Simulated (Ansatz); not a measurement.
**KHf3O2: from a guess to a relaxed structure**

Aim: relax a trial structure of KHf3O2 and see where it ends.

Method: DFT PBE, scalar-relativistic, plane waves, PAW, in Ansatz 0.2.0.

## Step 1: The system as given

The structure is tetragonal, space group P4/mmm (No. 123). The conventional cell has a = 3.507 Å, b = 3.507 Å, c = 11.104 Å, α = 90.00°, β = 90.00°, γ = 90.00°. K (site symmetry 4/mmm) has 8 Hf at 3.18 Å and 4 K at 3.51 Å in its first shell of neighbours. Hf (site symmetry 4mm) has 4 O at 3.02 Å and 4 K at 3.18 Å in its first shell of neighbours. Around Hf (site symmetry 4/mmm) lie 8 O at 3.09 Å and 6 Hf at 3.51 to 3.57 Å. O (site symmetry 4mm) is surrounded by 8 Hf at 3.02 to 3.09 Å.

Structure file:

```cif
data_structure
_symmetry_space_group_name_H-M 'P4/mmm'
_symmetry_Int_Tables_number 123
_cell_length_a 3.5066
_cell_length_b 3.5066
_cell_length_c 11.1037
_cell_angle_alpha 90.000
_cell_angle_beta 90.000
_cell_angle_gamma 90.000
_cell_volume 136.53
loop_
_atom_site_label
_atom_site_type_symbol
_atom_site_symmetry_multiplicity
_atom_site_Wyckoff_symbol
_atom_site_fract_x
_atom_site_fract_y
_atom_site_fract_z
_atom_site_occupancy
K1 K 1 a 0.00000 0.00000 0.00000 1
Hf1 Hf 2 h 0.50000 0.50000 0.17872 1
Hf2 Hf 1 d 0.50000 0.50000 0.50000 1
O1 O 2 g 0.00000 0.00000 0.33344 1
```

The cell is invented: species swapped into a database cell of Pr3MgAl2 (P4/mmm, No. 123), with Hf on the Pr sites, K on the Mg sites and O on the Al sites. The dimensions are guesses.

## Step 2: The guess as it stands, on a coarse mesh

Input file input.yaml:

```yaml
crystal:
  lattice:
    - [3.50659448, 0.0, 0.0]
    - [0.0, 3.50659448, 0.0]
    - [0.0, 0.0, 11.10367945]
  atoms:
    - { symbol: K, position: [0.0, 0.0, 0.0] }
    - { symbol: Hf, position: [0.5, 0.5, 0.17872] }
    - { symbol: Hf, position: [0.5, 0.5, 0.5] }
    - { symbol: Hf, position: [0.5, 0.5, 0.82128] }
    - { symbol: O, position: [0.0, 0.0, 0.333442] }
    - { symbol: O, position: [0.0, 0.0, 0.666558] }
basis:
  ecutwfc: 420
kpoints:
  mp_grid: { grid: [6, 6, 2] }
hamiltonian:
  xc: pbe
scf:
  occupations: { method: gaussian, width: 0.1 }
  lower_state_search: "off"
output:
  forces: true
  stress: true
  eigenvalues: true
```

Run with:

```
ansatz run input.yaml --threads 1 --pin off --max-ram 2560MiB --backend cpu --events-out ev --progress --plain --runs-dir out
```

Further runs follow: rough relaxation on the coarse mesh; final relaxation.

What does the calculation give? Wanted: conventional cell; volume; energy over the elements; gap on the mesh.

**Answer**, as computed:

```
                                                              quantity                                                                       value
                                symmetry at the end (tolerance 0.05 Å)                                                space group P4/mmm (No. 123)
                                                     conventional cell  a = 3.024 Å, b = 3.024 Å, c = 12.465 Å, α = 90.00°, β = 90.00°, γ = 90.00°
                                                                volume                                                               19.00 Å³/atom
energy over the elements (uncorrected; H, N, O, F and Cl as molecules)                                                               -1.06 eV/atom
                                                       gap on the mesh                                                                none (metal)
```

In words: The space group P4/mmm (No. 123) is kept, and the volume per atom shrinks by 16.5 % from the first guess. It lies below the elements, which doesn't yet make it stable: competing phases were not computed in this session. No finished test with a distortion of lower symmetry is shown, so the end may be a saddle point. Spin-orbit coupling is left out for Hf. The final runs have no spin polarisation, so a magnetic state may lie lower.
